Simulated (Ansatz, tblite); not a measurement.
**TiHCl3: rung by rung**

How do method and basis change the picture of TiHCl3 (singlet)?

The runs use Ansatz 0.2.0, Gaussian basis; as each input shows.

Plan: GFN1-xTB, GFN2-xTB, PBE-D4/def2-TZVP, r2SCAN-D4/def2-TZVP, r2SCAN0-D4/def2-TZVP, PBE-QIDH/def2-TZVP, r2SCANh-D4/def2-TZVP, B3LYP-D4/def2-TZVP, ωB97M-V/def2-TZVP, LC-ωPBE/def2-TZVP, revPBE-D4/def2-TZVP, PBE-D4/def2-SVP, PBE0-D4/def2-SVP, HF/STO-3G, HF/6-31G, B3LYP-D4/6-31G, CCSD(T)/def2-TZVPP, MP2/def2-TZVP, RPA/def2-TZVP.

## Step 1: The structure

The geometry is that of the singlet, from an earlier relaxation (PBE0-D4/def2-SVP).

5 atoms, charge 0, spin multiplicity 1.

Bond lengths: Ti1–H2 1.650 Å, Ti1–Cl3 2.154 Å, Ti1–Cl4 2.154 Å, Ti1–Cl5 2.154 Å. Angles: H2–Ti1–Cl3 102.4°, H2–Ti1–Cl4 102.4°, H2–Ti1–Cl5 102.4°, Cl3–Ti1–Cl4 115.6°, Cl3–Ti1–Cl5 115.6°, Cl4–Ti1–Cl5 115.6°.

Formally the metal is d0. No spin-orbit coupling is included.

PBE0-D4/def2-TZVP was run before; its log isn't repeated, and its numbers join the tables.

## Step 2: GFN1-xTB

Tight binding, by tblite at 300 K electronic temperature and without a spin-polarisation term:

```python
tblite.interface.Calculator('GFN1-xTB', numbers, positions, charge=0, uhf=0).singlepoint()
```

Energy -400.9578 eV, HOMO -12.93 eV, LUMO -10.66 eV; 0.005 s.

## Step 3: GFN2-xTB

Tight binding, by tblite at 300 K electronic temperature and without a spin-polarisation term:

```python
tblite.interface.Calculator('GFN2-xTB', numbers, positions, charge=0, uhf=0).singlepoint()
```

Energy -434.5215 eV, HOMO -12.13 eV, LUMO -9.63 eV; 0.003 s.

## Step 4: PBE-D4/def2-TZVP

start.molden holds the orbitals of an earlier run on this state, given as this run's starting guess.

The input, in.yaml:

```yaml
crystal:
  periodic: [false, false, false]
  atoms:
    - {symbol: Ti, position_ang: [-0.000299, 0.000492, -0.053511]}
    - {symbol: H, position_ang: [0.008411, -0.014672, 1.595961]}
    - {symbol: Cl, position_ang: [2.100989, 0.009938, -0.525217]}
    - {symbol: Cl, position_ang: [-1.058974, 1.823964, -0.491846]}
    - {symbol: Cl, position_ang: [-1.050127, -1.819722, -0.525386]}
basis:
  gaussian: {orbitals: def2-TZVP, initial_orbitals: start.molden}
hamiltonian: {xc: pbe, dispersion: d4}
scf: {omitted_lower_state_checks: [starts]}
output: {orbitals: {seedname: orbitals}}
```

Run with:

```sh
ansatz run in.yaml --threads 4 --pin off --events-out ev --progress --plain --max-ram 3916MiB
```

After this run come: r2SCAN-D4/def2-TZVP; r2SCAN0-D4/def2-TZVP; PBE-QIDH/def2-TZVP; r2SCANh-D4/def2-TZVP; B3LYP-D4/def2-TZVP; ωB97M-V/def2-TZVP; LC-ωPBE/def2-TZVP; revPBE-D4/def2-TZVP; PBE-D4/def2-SVP; PBE0-D4/def2-SVP; HF/STO-3G; HF/6-31G; B3LYP-D4/6-31G; CCSD(T)/def2-TZVPP; MP2/def2-TZVP; RPA/def2-TZVP.

**Question.** What will the summary of the whole plan be? Wanted: gap in def2-TZVP, named functionals, smallest and largest; correlation energy, CCSD(T)/def2-TZVPP; correlation energy, MP2/def2-TZVP; binding an atom, CCSD(T)/def2-TZVPP; PBE0 total energy, smallest basis above largest.

As calculated:

| quantity | value |
| --- | --- |
| gap in def2-TZVP, named functionals, smallest and largest | 3.61 eV (PBE-D4), 11.12 eV (LC-ωPBE) |
| correlation energy, CCSD(T)/def2-TZVPP | -30.01 eV |
| correlation energy, MP2/def2-TZVP | -25.83 eV |
| binding an atom, CCSD(T)/def2-TZVPP | 3.196 eV |
| PBE0 total energy, smallest basis above largest | 16.06 eV (def2-SVP, def2-TZVP) |

**Reading.** Over the named functionals in def2-TZVP the gap runs from 3.61 eV (PBE-D4) to 11.12 eV (LC-ωPBE); exact exchange widens it. A small miss in a minimal or small basis is a cancelling of errors, not accuracy. The functionals in def2-TZVP miss CCSD(T)/def2-TZVPP by -0.032 (LC-ωPBE) to +0.087 eV (PBE0-D4) an atom. CCSD(T)/def2-TZVPP isn't at the basis-set limit; small misses against it rank nothing.
